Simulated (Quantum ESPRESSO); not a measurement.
## HfIn4SiO6: band structure with PBE

The system is HfIn4SiO6.

```
Hf In Si O
1.0
     5.27743    0.00000    0.00000
    -2.63872    4.57039    0.00000
     0.00000    0.00000   10.55905
Hf In Si O
1 4 1 6
Direct
  0.00000 0.00000 0.00000
  0.33333 0.66667 0.30446
  0.33333 0.66667 0.69554
  0.66667 0.33333 0.78919
  0.66667 0.33333 0.21081
  0.33333 0.66667 0.00000
  0.30634 0.37162 0.89972
  0.62838 0.69366 0.10028
  0.62838 0.93471 0.89972
  0.06529 0.37162 0.10028
  0.06529 0.69366 0.89972
  0.30634 0.93471 0.10028
```

The cell was built by a generator and needn't be a form met in nature.

* Program: Quantum ESPRESSO 7.5
* Task: band structure
* Functional: PBE
* Potentials or basis: SG15 PBE 1.2
* Cutoff: 1197 eV
* Density cutoff: 4789 eV
* k mesh: 4 × 4 × 2
* Occupations: fermi-dirac, width 0.05 eV
* Spin: no spin polarisation
* Mixing beta: 0.5
* Most SCF iterations: 120
* SCF threshold: 2.4e-09 Ry

```
Pressure                : 0.2 GPa
Largest force           : 0.049 eV/Å
Band gap on the k mesh  : 0.34 eV, indirect (least direct gap 1.69 eV)
Band gap along the path : 0.08 eV, indirect (least direct gap 1.53 eV)
```

Forces in eV/Å, atoms in the order of the input:
```
Hf   0.000  0.000  0.000
In   0.000  0.000  0.018
In   0.000  0.000 -0.018
In   0.000  0.000 -0.013
In   0.000  0.000  0.013
Si   0.001 -0.001  0.000
O    0.005 -0.048 -0.005
O    0.044  0.020  0.005
O    0.039  0.028 -0.005
O   -0.005 -0.048  0.005
O   -0.044  0.020 -0.005
O   -0.040  0.028  0.005
```

Levels at the corners of the path, in eV from the valence-band top:
```csv
point,band 57,band 58,band 59,band 60,band 61,band 62
Γ,-2.45,-0.92,0.00,1.69,1.80,1.80
M,-2.50,-2.08,-1.76,1.06,1.07,1.48
K,-2.56,-2.27,-1.79,0.08,0.61,2.21
Γ,-2.45,-0.92,0.00,1.69,1.80,1.80
A,-2.89,-0.35,-0.34,1.69,1.69,2.11
L,-2.89,-2.05,-1.89,0.89,1.37,1.51
H,-2.71,-2.62,-1.73,0.13,0.55,2.29
A,-2.89,-0.35,-0.34,1.69,1.69,2.11
L,-2.89,-2.05,-1.89,0.89,1.37,1.51
M,-2.50,-2.08,-1.76,1.06,1.07,1.48
K,-2.56,-2.27,-1.79,0.08,0.61,2.21
H,-2.71,-2.62,-1.73,0.13,0.55,2.29
```

Run time: 16 min on 4 MPI ranks on Arm Neoverse V2, on a shared host, peak memory 2.7 GiB a rank.

Caveat: some levels on the path didn't converge; spin-orbit coupling is left out, which moves the levels of the heavy elements; the mesh misses the band edges, which the band path finds closer together.
